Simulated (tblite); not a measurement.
# BGeH5O (SMILES O[BH][GeH3]) at GFN2-xTB

We compute a geometry optimisation of BGeH5O. The job is set up through a Python script.

Program for the calculation: tblite 0.8.0.

17 further runs of the same task are left out: 17 set aside as unsound or not needed.

## (1) The system as given

BGeH5O: 8 atoms, total charge 0, spin state singlet. As SMILES, `O[BH][GeH3]`. Geometry: a GFN2-xTB relaxation, a rough one for these elements and not checked as a minimum. This is one conformer, not always the lowest. The run starts from this shape.

Bond lengths: O1–B2 1.325 Å, B2–Ge3 2.023 Å, O1–H4 0.960 Å, B2–H5 1.181 Å, Ge3–H6 1.494 Å, Ge3–H7 1.499 Å, Ge3–H8 1.499 Å. Angles: O1–B2–Ge3 114.6°, O1–B2–H5 121.7°, Ge3–B2–H5 123.6°, B2–O1–H4 119.8°, B2–Ge3–H6 115.5°, B2–Ge3–H7 115.3°, B2–Ge3–H8 116.1°, H6–Ge3–H7 103.2°, H6–Ge3–H8 103.5°, H7–Ge3–H8 101.3°.

## (2) A geometry optimisation at GFN2-xTB

input.xyz reads:

```xyz
8
start geometry
O     -1.600910     0.336510    -0.719530
B     -0.280590     0.313060    -0.833350
Ge     0.697110    -0.318180     0.820860
H     -2.138850     0.616510    -1.463080
H      0.262450     0.633800    -1.832200
H     -0.151790    -0.515910     2.033810
H      1.407540    -1.630930     0.683920
H      1.805060     0.565140     1.309550
```

run.py reads:

```python
import json
import numpy as np
from tblite.interface import Calculator
from tblite.interface import symbols_to_numbers
from scipy.optimize import minimize

symbols = list(map(str, np.loadtxt("input.xyz", skiprows=2, usecols=0, dtype=str, ndmin=1)))
numbers = np.array(symbols_to_numbers(symbols))
positions = np.loadtxt("input.xyz", skiprows=2, usecols=(1, 2, 3), ndmin=2) / 0.52917721

tb = Calculator("GFN2-xTB", numbers, positions, charge=0, uhf=0)
tb.set("verbosity", 0)
tb.set("accuracy", 0.01)
last, frames, energies, grads = [None], [], [], []

def fun(x):
    tb.update(x.reshape(-1, 3))
    last[0] = tb.singlepoint(last[0])
    return float(last[0].get('energy')), last[0].get('gradient').ravel()

def show(x):
    e, g = fun(x)
    frames.append(x.reshape(-1, 3).tolist())
    energies.append(e)
    grads.append(g.reshape(-1, 3).tolist())
    print(f"{len(energies) - 1:4d} {e:16.9f} {np.abs(g).max():12.3e} {np.linalg.norm(g):12.3e}")

print("step      energy/Eh       max grad     grad norm")
show(positions.ravel())
opt = minimize(fun, positions.ravel(), jac=True, method="BFGS", callback=show, options={"gtol": 3e-05, "maxiter": 500})
print("converged:", opt.success, "-", opt.message)
fun(opt.x)
wfn = last[0]
final = opt.x.reshape(-1, 3)
print("final geometry (angstrom)")
for s, p in zip(symbols, final * 0.529177210903):
    print(f"{s:<2} {p[0]:12.6f} {p[1]:12.6f} {p[2]:12.6f}")
print(f"Total energy: {wfn.get('energy'):.8f} Eh")
eps = np.atleast_2d(wfn.get("orbital-energies")) * 27.211386
occ = np.atleast_2d(wfn.get("orbital-occupations"))
filled = occ.sum(axis=0) if eps.shape[0] == 1 else occ[0]
homo = np.nonzero(filled > 0.5)[0].max()
print(f"HOMO {eps[0, homo]:.4f} eV")
if homo + 1 < eps.shape[1]:
    print(f"LUMO {eps[0, homo + 1]:.4f} eV, gap {eps[0, homo + 1] - eps[0, homo]:.4f} eV")
mu = wfn.get("dipole") * 2.541746
print(f"Dipole moment: {np.linalg.norm(mu):.4f} D, components " + " ".join(f"{c:.4f}" for c in mu))
q = wfn.get("charges")
print("Charges:", " ".join(f"{s}{i + 1}={c:+.4f}" for i, (s, c) in enumerate(zip(symbols, q))))
out = {k: np.asarray(wfn.get(k)).tolist() for k in ("energy", "gradient", "charges", "dipole", "orbital-energies", "orbital-occupations")}
out.update(symbols=symbols, positions=(positions * 0.529177210903).tolist(), final=final.tolist(), frames=frames, step_energies=energies, grads=grads, success=bool(opt.success))
json.dump(out, open("results.json", "w"))
```

On the command line:

```sh
python run.py
```

**Question.** What will come out? Wanted: total energy at the end; dipole moment; HOMO energy; LUMO energy; HOMO–LUMO gap.

**Answer.** As computed:

Level: GFN2-xTB.

| quantity | value |
| --- | --- |
| total energy at the end | -9.79640 Eh |
| dipole moment | 3.86 D |
| HOMO energy | -10.58 eV |
| LUMO energy | -6.34 eV |
| HOMO–LUMO gap | 4.24 eV |

What this shows: At the final geometry: Bond lengths: O1–B2 1.325 Å, B2–Ge3 2.023 Å, O1–H4 0.960 Å, B2–H5 1.181 Å, Ge3–H6 1.494 Å, Ge3–H7 1.499 Å, Ge3–H8 1.499 Å. Angles: O1–B2–Ge3 114.7°, O1–B2–H5 121.7°, Ge3–B2–H5 123.6°, B2–O1–H4 119.8°, B2–Ge3–H6 115.5°, B2–Ge3–H7 115.7°, B2–Ge3–H8 115.7°, H6–Ge3–H7 103.4°, H6–Ge3–H8 103.4°, H7–Ge3–H8 101.2°. The optimisation took 44 steps and changed the energy by -0.001 eV. Mulliken charges run from -0.40 on O1 to +0.32 on B2.
